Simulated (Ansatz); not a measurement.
A run of Ansatz 0.2.0 is set up as follows.

File input.yaml:

```yaml
crystal:
  lattice:
    - [4.09817029, 0.0, 0.0]
    - [2.049085145, 3.5491195802, 0.0]
    - [2.049085145, 1.1830398601, 3.3461420298]
  atoms:
    - { symbol: Ge, position: [0.0, 0.0, 0.0] }
    - { symbol: Ga, position: [0.25, 0.25, 0.25] }
kpoints:
  mp_grid: { grid: [4, 4, 4] }
scf:
  occupations: { method: gaussian, width: 0.1 }
hamiltonian:
  xc: hse06
  pseudopotentials: { kind: all_electron, datasets: crystal }
output:
  forces: true
  stress: true
```

Potentials or basis: all-electron PAW datasets made for the crystal.

Command:

```console
$ ansatz run input.yaml --threads 1 --pin off --max-ram 3072MiB --backend cpu --events-out ev --progress --plain --runs-dir out
```

(1) Predict the pressure.

(2) What does it give for the band gap on the k mesh?

Results:

(1) -1.7 GPa.

(2) none (metal or under the smearing width).

Caveat: the k mesh is coarse (spacing up to 0.47 Å⁻¹), so the values aren't converged, least of all with exact exchange.
